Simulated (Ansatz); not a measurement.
# CHGaP (doublet): from Hartree-Fock to the top rungs at a displaced geometry (v2), cc-pVDZ

The task here is to estimate one member of a computed series from the others.

Computed with Ansatz 0.2.0, Gaussian basis. Level: cc-pVDZ, core rule «outside noble gas», up to 20 orbitals frozen.

Plan: UHF; CCSD(T) on ROHF; CCSD(T) on UHF; BCCD(T) on ROHF; CISD; CCSDT(Q) on UHF; CASSCF and MRCISD+Q, 9 electrons in 9 orbitals; CASSCF and NEVPT2, 9 electrons in 9 orbitals.

26 further runs of the same task are left out: 1 for a known fault of the program, 13 that didn't finish, 12 set aside as unsound or not needed.

## The system

The geometry is a PBE0/def2-TZVP stationary point (not a proven minimum) with its atoms shifted at random (size 0.100 Å). No spin-orbit coupling is included. The filled d shell of Ga may be among the frozen orbitals whatever the setting's name suggests; the logs give the count.

4 atoms, charge 0, spin multiplicity 2.

Atoms are counted from 1 here; the program's logs count them from 0.

Bond lengths: C1–Ga2 1.908 Å, Ga2–P3 2.292 Å, P3–H4 1.377 Å. Angles: C1–Ga2–P3 172.2°, Ga2–P3–H4 86.7°.

Geometry (Å):

```
atom     x (Å)     y (Å)     z (Å)
  C1   0.12517   0.00727   2.34316
 Ga2  -0.03970   0.02552   0.44245
  P3   0.03692  -0.10167  -1.84476
  H4   0.12003   1.27237  -1.83850
```

The first run:

File in.yaml:

```yaml
crystal:
  periodic: [false, false, false]
  atoms:
    - {symbol: C, position_ang: [0.125174, 0.007266, 2.343160]}
    - {symbol: Ga, position_ang: [-0.039700, 0.025522, 0.442454]}
    - {symbol: P, position_ang: [0.036921, -0.101674, -1.844758]}
    - {symbol: H, position_ang: [0.120029, 1.272368, -1.838504]}
basis:
  gaussian: {orbitals: cc-pVDZ}
magnetization: {spin_polarized: true, initial_magnetization: 1}
hamiltonian: {xc: hf}
output: {orbitals: {seedname: orbitals}}
```

Run with:

```bash
> ansatz run in.yaml --threads 1 --pin off --events-out ev --progress --plain --max-ram 2393MiB
```

Among the steps run: UHF; CCSD(T) on ROHF; CCSD(T) on UHF; BCCD(T) on ROHF; CISD; CCSDT(Q) on UHF; CASSCF and MRCISD+Q, 9 electrons in 9 orbitals; CASSCF and NEVPT2, 9 electrons in 9 orbitals.

One of the session's tables, all rows but one given; the rest of the session is left out.

```
           method  from UCCSDT(Q) (meV)
              UHF               +8171.1
             RMP2               +2504.4
             UMP2                     ?
            RCCSD               +1424.6
            UCCSD                +569.8
         RCCSD(T)                +955.2
         UCCSD(T)                +201.8
          BCCD(T)                +965.1
           UCCSDT                 +80.9
        UCCSDT(Q)                     0
  CASSCF frontier               +6333.0
  NEVPT2 frontier               +1332.8
  MRCISD frontier                +727.5
MRCISD+Q frontier                 +90.3
```

**Question.** Estimate the row for UMP2.

The run gave: from UCCSDT(Q) (meV): +1811.9. In the column «from UCCSDT(Q) (meV)» it lies between RCCSD (+1424.6) and RMP2 (+2504.4).

Not comparable, so not listed: CISD (they don't share determinant, frozen orbitals or solution with the rows shown, or repeat one).

To keep in mind: The determinant is far from a pure spin state, so its energy mixes those of several spin states (harmless only where they are near-degenerate, as at dissociation). The report flags that the cluster equations may have other roots. Left out of the table: ROHF (another determinant or state than the rows shown). The program flags RCCSD(T), BCCD(T) as in doubt, so those rows may rest on another solution; read them beside their warnings. Warnings: spin contamination; coupled cluster took another determinant than the lowest. Restricted and unrestricted rows rest on different reference determinants; where their highest levels disagree by more than a few hundredths of an eV, they describe different states and don't form one ladder.
